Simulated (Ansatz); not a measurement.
# Ge₂C+ (doublet): the correlation ladder, cc-pVTZ

One table from this session's results is given with a row withheld; the runs are named, their logs left out.

Program: Ansatz 0.2.0, Gaussian basis. Level of theory: cc-pVTZ, core rule «outside noble gas», up to 29 orbitals frozen. These are calculated values, not measurements.

The runs, in order: UHF; CCSD(T) on ROHF; CCSD(T) on UHF; BCCD(T) on ROHF; CCSDT(Q) on ROHF; CCSDT(Q) on UHF; CASSCF and NEVPT2, 11 electrons in 12 orbitals.

4 further runs of the same task are left out: 4 set aside as unsound or not needed.

### What is computed

The geometry is a PBE0/def2-TZVP stationary point (not a proven minimum) of the parent state, kept for this charge and spin. No spin-orbit coupling is included. The filled d shell of Ge may be among the frozen orbitals whatever the setting's name suggests; the logs give the count.

3 atoms, charge 1, spin multiplicity 2.

Atoms are counted from 1 here; the program's logs count them from 0.

Bond lengths: Ge1–C2 1.853 Å, C2–Ge3 1.853 Å. Angles: Ge1–C2–Ge3 180.0°.

Set-up of the first run:

in.yaml reads:

```yaml
crystal:
  periodic: [false, false, false]
  atoms:
    - {symbol: Ge, position_ang: [0.000000, 0.000000, 1.852600]}
    - {symbol: C, position_ang: [0.000000, 0.000000, 0.000000]}
    - {symbol: Ge, position_ang: [0.000000, 0.000000, -1.852600]}
basis:
  gaussian: {orbitals: cc-pVTZ}
total_charge: 1
magnetization: {spin_polarized: true, initial_magnetization: 1}
hamiltonian: {xc: hf}
output: {orbitals: {seedname: orbitals}}
```

Launch:

```sh
> ansatz run in.yaml --threads 1 --pin off --events-out ev --progress --plain --max-ram 4096MiB --backend cpu
```

Among the steps run: UHF; CCSD(T) on ROHF; CCSD(T) on UHF; BCCD(T) on ROHF; CCSDT(Q) on ROHF; CCSDT(Q) on UHF; CASSCF and NEVPT2, 11 electrons in 12 orbitals.

One table of the session follows, with a row left open; its other results are not shown here.

```
        method  from RCCSDT(Q) (meV)
          ROHF               +8627.1
           UHF               +8534.2
          RMP2                     ?
          UMP2               +1327.1
         RCCSD                +556.0
         UCCSD                +552.2
      RCCSD(T)                 +80.0
      UCCSD(T)                 +81.0
       BCCD(T)                 +75.7
        RCCSDT                 +41.9
        UCCSDT                 +40.8
     RCCSDT(Q)                     0
     UCCSDT(Q)                  -3.4
CASSCF valence               +5046.1
NEVPT2 valence               +1053.7
```

Estimate the missing values for RMP2.

**Answer.** from RCCSDT(Q) (meV): +1300.5. In the column «from RCCSDT(Q) (meV)» it lies between NEVPT2 valence (+1053.7) and UMP2 (+1327.1).

To keep in mind: Restricted and unrestricted rows rest on different reference determinants; where their highest levels disagree by more than a few hundredths of an eV, they describe different states and don't form one ladder.
